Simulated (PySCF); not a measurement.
# C4H4F3N3: the cost of one run

Programs: PySCF 2.14.0, with routines of our own; each step states its level. All values are computed. Atoms count from 0.

## 1. The system as given

14 atoms, charge 0, multiplicity 1; geometry from: GFN2-xTB.

## 2. Magnetic properties: GIAO B3LYP/pcSseg-1

Job settings and geometry (Å):

```
{"job": {"kind": "mag", "xc": "B3LYP", "basis": "pcSseg-1", "isotopologues": 0}, "charge": 0, "multiplicity": 1}
C      1.955158    -0.286809    -0.193007
C      0.745570     0.531115     0.050658
N      0.789243     1.855701     0.307474
N     -0.388542     2.310330     0.478162
N     -1.254842     1.323792     0.345225
C     -0.592759     0.164272     0.071681
C     -1.268670    -1.139266    -0.137220
F     -2.603027    -1.027354    -0.019032
F     -0.877278    -2.069650     0.748155
F     -1.028869    -1.654581    -1.353862
H      2.029981    -1.084291     0.544584
H      1.913232    -0.740435    -1.181931
H      2.830311     0.351955    -0.124876
H     -2.250186     1.464750     0.441822
```

Level: GIAO B3LYP/pcSseg-1 magnetisability, rotational g tensor and spin-rotation constants, non-relativistic, gas phase.

Launch:

```bash
> OMP_NUM_THREADS=1 python excited_run.py task.json out
```

This one command runs all jobs of the session in turn.

**Question.** How long does this first job take on 1 thread of Arm Neoverse N1, shared host, and how much memory does it need?

About 56 s, with a peak of 0.81 GiB.
